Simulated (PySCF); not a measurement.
# C2H10Si2: the cost of one run

The runs use PySCF 2.14.0, with density-fitted response routines of our own; the level of theory stands in each step. All values are computed, except where a source is named. Atoms count from 0, in the outputs and in this text.

## Step 1: The molecule as given

14 atoms, charge 0, multiplicity 1; geometry from: GFN2-xTB. The atoms were then displaced at random by about 0.01 Å, so the start is not that level's minimum.

Bonds of the start (Å): C0–C1 1.50, C1–Si2 1.89, Si2–Si3 2.34, C0–H4 1.11, C0–H5 1.10, C0–H6 1.08, C1–H7 1.08, C1–H8 1.08, Si2–H9 1.49, Si2–H10 1.47, Si3–H11 1.47, Si3–H12 1.49, Si3–H13 1.42.

## Step 2: Relaxing the molecule at PBE0-D3(BJ)/def2-SVP

Job settings and geometry (Å):

```
{"job": {"xc": "PBE0", "basis": "def2-SVP", "d3": "d3bj", "grid": 1, "shake": 0.01, "kind": "geom"}, "charge": 0, "multiplicity": 1}
C     -1.726250     0.135680    -0.185640
C     -1.086970    -0.431570     1.046130
Si     0.651450     0.268840     1.324280
Si     2.022440    -0.063300    -0.539560
H     -1.837370     1.235770    -0.109230
H     -2.750520    -0.243030    -0.334090
H     -1.152660    -0.059520    -1.082470
H     -1.694790    -0.223710     1.913010
H     -1.033970    -1.507830     0.965070
H      1.197760    -0.381390     2.552200
H      0.510700     1.689810     1.692300
H      1.782290    -1.382520    -1.139380
H      1.708600     0.922680    -1.609600
H      3.402130     0.024990    -0.220750
```

Launch:

```bash
$ OMP_NUM_THREADS=1 python probes_run.py task.json out
```

The driver reads the jobs from task.json and runs them one after another.

**Question.** How long does this first job take on 1 thread of Arm Neoverse V1, shared host, and how much memory does it need?

About 48 s, with a peak of 0.47 GiB.
